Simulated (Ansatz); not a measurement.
# C₃H₅OSi radical: one species, many methods

How much do the methods differ for C₃H₅OSi radical? The plan is to run it at one geometry with functionals of several rungs and with coupled cluster, and see how far each lands from CCSD(T) at the basis-set limit for the atomisation energy.

Program: Ansatz 0.2.0, Gaussian basis. Level of theory: functionals in def2-TZVPP, the program's frozen cores in correlated methods. These are calculated values, not measurements.

Plan: LDA (SPW92), PBE-D4, revPBE-D4, BLYP-D4, r2SCAN-D4, B97M-V, PBE0-D4, B3LYP-D4, r2SCANh-D4, r2SCAN0-D4, HSE06-D4, BHLYP-D4, CAM-B3LYP-D4, LC-ωPBE, ωB97X-V, ωB97M-V, B2PLYP, PBE-QIDH; CCSD(T)/def2-SVP; CCSD(T)/def2-TZVPP; MP2/def2-QZVPP; extrapolation to the limit; RPA on PBE.

## Step 1: The geometry

An earlier PBE0-D4 in a triple-zeta def2 set relaxation fixed the geometry.

SMILES `C#C[SiH]OC`, 10 atoms, charge 0, spin multiplicity 2.

Atoms are counted from 1 here; the program's logs count them from 0.

Bond lengths: C1–C2 1.210 Å, C1–H6 1.066 Å, C2–Si3 1.818 Å, Si3–O4 1.639 Å, Si3–H7 1.483 Å, O4–C5 1.411 Å, C5–H8 1.095 Å, C5–H9 1.095 Å, C5–H10 1.091 Å. Angles: C2–C1–H6 179.2°, C1–C2–Si3 173.4°, C2–Si3–O4 111.6°, C2–Si3–H7 111.2°, O4–Si3–H7 106.6°, Si3–O4–C5 125.1°, O4–C5–H8 111.4°, O4–C5–H9 111.0°, O4–C5–H10 107.9°, H8–C5–H9 108.8°, H8–C5–H10 108.9°, H9–C5–H10 108.7°.

## Step 2: LDA

This LDA is Slater exchange with PW92 correlation.

in.yaml reads:

```yaml
crystal:
  periodic: [false, false, false]
  atoms:
    - {symbol: C, position_ang: [-0.838816, -2.331697, 0.733002]}
    - {symbol: C, position_ang: [0.023801, -1.487197, 0.650463]}
    - {symbol: Si, position_ang: [1.377447, -0.312281, 0.347750]}
    - {symbol: O, position_ang: [0.809265, 1.187104, 0.009436]}
    - {symbol: C, position_ang: [-0.269496, 1.469624, -0.854536]}
    - {symbol: H, position_ang: [-1.599734, -3.073292, 0.821105]}
    - {symbol: H, position_ang: [2.247441, -0.177346, 1.541732]}
    - {symbol: H, position_ang: [-1.138105, 0.843813, -0.626714]}
    - {symbol: H, position_ang: [0.013750, 1.313077, -1.900188]}
    - {symbol: H, position_ang: [-0.542353, 2.516996, -0.719149]}
basis:
  gaussian: {orbitals: def2-TZVPP}
magnetization: {spin_polarized: true, initial_magnetization: 1}
hamiltonian: {xc: lda}
output: {orbitals: {seedname: orbitals}}
```

Launch:

```
> ansatz run in.yaml --threads 4 --pin off --events-out ev --progress --plain --max-ram 10444MiB
```

The runs that follow: PBE-D4 (GGA); revPBE-D4 (GGA); BLYP-D4 (GGA); r2SCAN-D4 (meta-GGA); B97M-V (meta-GGA); PBE0-D4 (hybrid); B3LYP-D4 (hybrid); r2SCANh-D4 (hybrid); r2SCAN0-D4 (hybrid); HSE06-D4 (hybrid); BHLYP-D4 (hybrid); CAM-B3LYP-D4 (range-separated); LC-ωPBE (range-separated); ωB97X-V (range-separated); ωB97M-V (range-separated); B2PLYP (double hybrid); PBE-QIDH (double hybrid); CCSD(T) in def2-SVP; CCSD(T) in def2-TZVPP; MP2 in def2-QZVPP; RPA on PBE orbitals.

Before running them: what should the planned runs give, taken together? Wanted: atomisation energy, CCSD(T)/CBS; farthest beyond LDA; mean size of error, GGA; mean size of error, meta-GGA; mean size of error, hybrid; mean size of error, range-separated; mean size of error, double hybrid; gap, smallest and largest; T1 diagnostic.

As calculated:

| quantity | value |
| --- | --- |
| atomisation energy, CCSD(T)/CBS | 3961.0 kJ/mol |
| functionals within 19.8 kJ/mol (0.5 %) | revPBE-D4, B97M-V, PBE0-D4, B3LYP-D4, r2SCANh-D4, LC-ωPBE, ωB97X-V, ωB97M-V, PBE-QIDH |
| farthest beyond LDA | BHLYP-D4 (-125.3 kJ/mol) |
| mean size of error, GGA | 44.3 kJ/mol |
| mean size of error, meta-GGA | 18.9 kJ/mol |
| mean size of error, hybrid | 37.7 kJ/mol |
| mean size of error, range-separated | 10.0 kJ/mol |
| mean size of error, double hybrid | 22.1 kJ/mol |
| gap, smallest and largest | 1.06 eV (LDA (SPW92)), 8.44 eV (LC-ωPBE) |
| T1 diagnostic | 0.0214 |
| triples share of the correlation energy | 4.3 % |

What this shows: The LDA atomisation energy is off by 594.3 kJ/mol (15 %): it overbinds. PBE-D4 misses by +107.6 kJ/mol. Double hybrids carry the basis error of their MP2 part in triple zeta, and no dispersion term here, so their miss is partly the set-up's. The rungs range-separated, meta-GGA miss on average by less than the doubt on the reference (19.8 kJ/mol), so they tie. Misses under about 19.8 kJ/mol are within the doubt on the reference itself, which lacks core-valence correlation, relativity and higher excitations. Hartree-Fock recovers 73 % of the binding; the rest is correlation. CCSD(T) in def2-SVP is off by -223.8 kJ/mol, worse than the median functional, from the basis alone. The gap grows from 1.1 to 8.4 eV across the functionals, mostly with the share of exact exchange.
